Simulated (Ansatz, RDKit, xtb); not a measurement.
# C4H5GeNSe: which of the isomers drawn lies lowest?

Which of a sample of isomers of C4H5GeNSe is the most stable in the gas at 298.15 K, and what are its properties? The sample is small against all isomers, and the most stable one of this formula need not be in it.

Plan: many cheap relaxations first (GFN2-xTB), then density-functional screening, relaxation at B3LYP-D3(BJ)/def2-SVP, vibrations (at GFN2-xTB) and a final energy. The numbers are computed, not measured.

### Step 1. Candidates

Isomers were taken from a list of plausible structures; this is a sample, not all of them. That gives 4 candidates.

```
label                      SMILES     spin
 c386  N#CC1=[CH][GeH2][CH2][Se]1  singlet
 c416     N#CC1=[C]([GeH3])C[Se]1  singlet
 c593         CC#[C][GeH2][Se]C#N  singlet
 c700         N#C[Se]CC#[C][GeH3]  singlet
```

Candidates are built by distance geometry, with a force field where one applies, in up to four conformers (letters a to d).

**Question.** With final energies at CCSD(T)/def2-SVP + MP2/def2-TZVPP - MP2/def2-SVP, which structure will this search put lowest in free energy, and by what margin?

| quantity | value |
| --- | --- |
| lowest structure found | N#CC1=[CH][GeH2][CH2][Se]1, singlet |
| next finalist | CC#[C][GeH2][Se]C#N, singlet, 8.5 kcal/mol higher in G |
| share at equilibrium, among the finalists | 100.0 % |

The search ends on `N#CC1=[CH][GeH2][CH2][Se]1`. The margin of 8.5 kcal/mol over the next finalist is beyond the usual error of the last level; it says nothing of structures that weren't ranked. HF/STO-3G, r2SCAN-D4/def2-SVP, B3LYP-D3(BJ)/def2-SVP, HF/def2-SVP and MP2/def2-SVP already put its bonding pattern lowest among the structures in one piece; GFN2-xTB favours the singlet CC#[C][GeH2][Se]C#N. The search is not exhaustive (a finite list of starts, one conformer a finalist), so a lower isomer can't be ruled out. Only 4 drawn patterns were tried, so whole families of isomers are missing, and the result ranks this sample alone.
